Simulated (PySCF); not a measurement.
**F2H5NSi2: geometry, spin-spin couplings**

Aim: predict the spin-spin couplings of F2H5NSi2 (`N[SiH2][SiH](F)F`).

Programs: PySCF 2.14.0, with density-fitted response routines of our own. Each step states its level of theory. These are calculated values for one molecule in the gas phase, unless marked as measured. Atoms are numbered from 0 throughout.

## 1. The starting structure

10 atoms, charge 0, multiplicity 1; geometry from: GFN2-xTB. The atoms were then displaced at random by about 0.01 Å, so the start is not that level's minimum.

Bonds of the start (Å): N0–Si1 1.76, Si1–Si2 2.30, Si2–F3 1.58, Si2–F4 1.59, N0–H5 0.99, N0–H6 1.00, Si1–H7 1.49, Si1–H8 1.49, Si2–H9 1.44.

## 2. Geometry optimisation at PBE0-D3(BJ)/def2-SVP

Job settings and geometry (Å):

```
{"job": {"xc": "PBE0", "basis": "def2-SVP", "d3": "d3bj", "grid": 1, "shake": 0.01, "kind": "geom"}, "charge": 0, "multiplicity": 1}
N      1.656790    -0.745920     0.018690
Si     0.597530     0.651990     0.100850
Si    -1.545010    -0.173630    -0.033360
F     -2.380500     0.777400    -0.976740
F     -2.307710     0.025760     1.353020
H      1.500020    -1.409990    -0.705480
H      2.630570    -0.600120     0.185740
H      0.860670     1.685060    -0.941940
H      0.942700     1.283810     1.406860
H     -1.904630    -1.515290    -0.428690
```

Launch:

```
$ OMP_NUM_THREADS=1 python probes_run.py task.json out
```

This one command runs all jobs of the session in turn.

**Question.** This job is followed by: B3LYP/6-31G* indirect spin-spin coupling, non-relativistic, gas phase. Predict these results of the whole session: point group; rotational constants (main isotopes); largest coupling of the table (B3LYP/6-31G*).

**Answer**, as computed:

| quantity | value |
| --- | --- |
| point group | C1 |
| rotational constants (main isotopes) | 5.07, 1.72, 1.44 GHz |
| largest coupling of the table (B3LYP/6-31G*) | 1J(Si,F) Si2–F3, 311.2 Hz (mean over like pairs) |

The start of the PBE0/def2-SVP relaxation was shaken at random by about 0.01 Å, so part of the energy gained, and of the first lengths quoted, undoes that. Over 16 steps the energy fell by 0.270 eV; of the close pairs, Si2–H9 changed most, 1.444 to 1.490 Å. In the run at B3LYP/6-31G*, the largest coupling of the table is Si2–F3 (mean over like pairs), 311.2 Hz, of which the Fermi-contact term gives 246.1 Hz. Couplings across rotatable bonds belong to this one conformer; where others are populated, the observed values are averages, and the simulated multiplets take (2 J gauche + J anti)/3 across rotating chain bonds. Density functionals describe couplings to fluorine poorly, F–F couplings above all, so those rows are rough. Couplings from bases without tight functions are rough.
